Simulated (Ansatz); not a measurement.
# CH₄GeO, SMILES [CH3][Ge][OH]: vertical and adiabatic energies of changing the electron count

Run with Ansatz 0.2.0 through its Python package.

Script `run_adiabatic.py`:
```python
"""Vertical and adiabatic ionisation of CH4GeO."""

import itertools

import ansatz
from ase.data import atomic_numbers, covalent_radii
import numpy as np

GEOMETRY = """
C    -0.75370    0.38750   -0.33470
Ge    1.13290    0.31550   -0.45090
O     1.66110   -1.14940    0.39080
H    -1.17670   -0.45410   -0.82370
H    -1.14590    1.33600   -0.89490
H    -1.11300    0.49930    0.71590
H     1.45650   -1.00290    1.35180
"""


def main() -> None:
    molecule = ansatz.Crystal.molecule()
    for line in GEOMETRY.strip().splitlines():
        symbol, *xyz = line.split()
        molecule = molecule.atom(symbol, [float(v) for v in xyz])

    job = molecule.calculation()
    job = job.basis(gaussian="def2-SVP")
    job = job.functional("B3LYP")
    symbols = [site.symbol for site in molecule.cartesian_sites]
    start = np.array([site.position_ang for site in molecule.cartesian_sites], dtype=float)
    summary = job.relax(force_tolerance=0.01).run(threads=1, pin="off").report
    end = np.array(summary["positions_ang"])

    minimum = ansatz.Crystal.molecule()
    for symbol, place in zip(symbols, end):
        minimum = minimum.atom(symbol, place.tolist())
    ion = (
        minimum.calculation()
        .basis(gaussian="def2-SVP")
        .functional("B3LYP")
        .charge(1)  # electrons removed from the neutral system
        .spin("collinear", total=1)
    )
    vertical = ion.run(threads=1, pin="off").report
    settled = ion.relax(force_tolerance=0.01, max_steps=80).run(threads=1, pin="off").report
    print(f"vertical ionisation energy   {vertical['free_energy_ev'] - summary['free_energy_ev']:.3f} eV")
    print(f"adiabatic, no zero point     {settled['free_energy_ev'] - summary['free_energy_ev']:.3f} eV")
    print(f"relaxation energy of the ion {vertical['free_energy_ev'] - settled['free_energy_ev']:.3f} eV")
    ionised = np.array(settled["positions_ang"])
    # pairs closer than 1.2 times the sum of covalent radii, before or after
    radius = [covalent_radii[atomic_numbers[s]] for s in symbols]
    span = lambda where, i, j: np.linalg.norm(where[i] - where[j])
    bonded = [(i, j) for i, j in itertools.combinations(range(len(symbols)), 2) if min(span(end, i, j), span(ionised, i, j)) < 1.2 * (radius[i] + radius[j])]
    print("pair        before    after (A)")
    for i, j in bonded:
        print(f"{symbols[i]}{i}-{symbols[j]}{j}".ljust(10), f"{span(end, i, j):8.4f} {span(ionised, i, j):8.4f}")
    for first, second in list(itertools.combinations(bonded, 2)):
        shared = set(first) & set(second)
        if shared and symbols[(j := shared.pop())] != "H":
            i, k = sorted((set(first) | set(second)) - {j})
            u, v = ionised[i] - ionised[j], ionised[k] - ionised[j]
            angle = np.degrees(np.arccos(np.clip(u @ v / np.linalg.norm(u) / np.linalg.norm(v), -1, 1)))
            print(f"final angle {symbols[i]}{i}-{symbols[j]}{j}-{symbols[k]}{k}: {angle:.2f} deg")


if __name__ == "__main__":
    main()
```

```console
$ python run_adiabatic.py
vertical ionisation energy   8.914 eV
adiabatic, no zero point     8.492 eV
relaxation energy of the ion 0.422 eV
pair        before    after (A)
C0-Ge1       2.0264   2.0607
C0-H3        1.1055   1.1021
C0-H4        1.1016   1.0970
C0-H5        1.1054   1.1020
Ge1-O2       1.8017   1.7119
O2-H6        0.9691   0.9733
final angle Ge1-C0-H3: 102.93 deg
final angle Ge1-C0-H4: 107.96 deg
final angle Ge1-C0-H5: 102.93 deg
final angle C0-Ge1-O2: 116.79 deg
final angle H3-C0-H4: 113.83 deg
final angle H3-C0-H5: 113.84 deg
final angle H4-C0-H5: 113.89 deg
final angle Ge1-O2-H6: 134.48 deg
```

The energies are electronic: no zero-point or thermal terms, and the basis set is short of its limit. The product may relax into another structure. The relaxation finds the nearest minimum, so the adiabatic value is an upper bound. b3lyp holds the VWN-RPA fit, as in Gaussian; the form of ORCA and Turbomole is b3lyp5. Wall time of the script: 110 s on 1 thread of Arm Neoverse V1 (shared host), peak memory 0.3 GiB.
